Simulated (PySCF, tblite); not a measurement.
# C₄H₁₀F₂Si₂: geometry, infrared bands and NMR shifts

Aim: predict the infrared bands and NMR shifts of C₄H₁₀F₂Si₂ (`C[SiH2]/C(=C\[SiH3])C(F)F`).

The runs use tblite 0.8.0 and PySCF 2.14.0, with density-fitted response routines of our own; the level of theory stands in each step. All values are computed, except where a source is named. Atoms are numbered from 0 throughout.

## (1) The starting structure

18 atoms, charge 0, multiplicity 1; geometry from: force field or distance geometry start.

Bonds of the start (Å): C0–Si1 1.85, Si1–C2 1.85, C2–C3 1.36, C3–Si4 1.84, C2–C5 1.51, C5–F6 1.37, C5–F7 1.36, C0–H8 1.09, C0–H9 1.09, C0–H10 1.10, Si1–H11 1.49, Si1–H12 1.49, C3–H13 1.08, Si4–H14 1.49, Si4–H15 1.48, Si4–H16 1.48, C5–H17 1.10.

## (2) Relaxing the molecule with GFN2-xTB

The job: settings as JSON, then the geometry in Å.

```
{"job": {"kind": "relax", "xc": "GFN2-xTB", "basis": "xTB"}, "charge": 0, "multiplicity": 1}
C      2.054600    -1.003600    -0.820200
Si     1.142500    -0.491300     0.704700
C     -0.211000     0.720400     0.346800
C     -1.498700     0.439400     0.000200
Si    -2.365700    -1.173800    -0.203500
C      0.274300     2.143900     0.457800
F      1.251800     2.397900    -0.462100
F     -0.703200     3.051400     0.208400
H      2.853300    -1.711500    -0.587900
H      2.493100    -0.138000    -1.312600
H      1.369400    -1.485200    -1.535800
H      0.564200    -1.690200     1.385100
H      2.075600     0.137900     1.688600
H     -2.178200     1.254900    -0.186700
H     -3.669400    -0.937300    -0.881800
H     -1.535100    -2.078700    -1.027000
H     -2.597400    -1.793100     1.116900
H      0.671100     2.363100     1.457500
```

Launch:

```bash
OMP_NUM_THREADS=1 python probes_run.py task.json out
```

One launch serves the whole session: the jobs run in the order shown.

**Question.** This job is followed by: GFN2-xTB harmonic vibrations, gas phase; GIAO PBE0/pcSseg-1 NMR shielding, non-relativistic, gas phase. Predict these results of the whole session: strongest single infrared mode (GFN2-xTB); zero-point energy (GFN2-xTB); 13C shifts against TMS (PBE0/pcSseg-1); 1H shifts against TMS (PBE0/pcSseg-1, means over atoms taken as alike); 29Si shifts against TMS (PBE0/pcSseg-1); 19F shifts against CFCl3 (PBE0/pcSseg-1, means over atoms taken as alike); surface potential, 1st and 99th percentile.

As calculated:

| quantity | value |
| --- | --- |
| strongest single infrared mode (GFN2-xTB) | 2217 cm⁻¹, 466 km/mol |
| zero-point energy (GFN2-xTB) | 75.3 kcal/mol |
| 13C shifts against TMS (PBE0/pcSseg-1) | 165.2, 143.4, 122.3, -5.7 ppm |
| 1H shifts against TMS (PBE0/pcSseg-1, means over atoms taken as alike) | 7.37, 6.49, 4.44, 4.26, 0.41 ppm |
| 29Si shifts against TMS (PBE0/pcSseg-1) | -55.8, -84.7 ppm |
| 19F shifts against CFCl3 (PBE0/pcSseg-1, means over atoms taken as alike) | -141.7 ppm |
| surface potential, 1st and 99th percentile | -0.86 V and 1.14 V |

In words: Over 83 steps the energy fell by 0.170 eV; of the close pairs, C0–Si1 changed most, 1.849 to 1.896 Å. All 48 modes are real, so the xTB geometry is a minimum. The strongest single mode, at 2217 cm⁻¹, moves mainly H12. GFN2-xTB is a fitted tight-binding method: band positions and strengths are rough. Its intensities can rank the bands wrongly. H13 (hydrogen on an alkene CH) lies farthest downfield among hydrogen, at 7.37 ppm; olefinic region. At PBE0/pcSseg-1: The largest span, 252 ppm, is at C3, where the paramagnetic term is -214 ppm. At PBE0/pcSseg-1, counted by nearest atom on the grid, the HOMO lies on C2, C3 about 31 % each; C0 7 %, the LUMO on C2, C3 about 29 % each; H13 7 %.
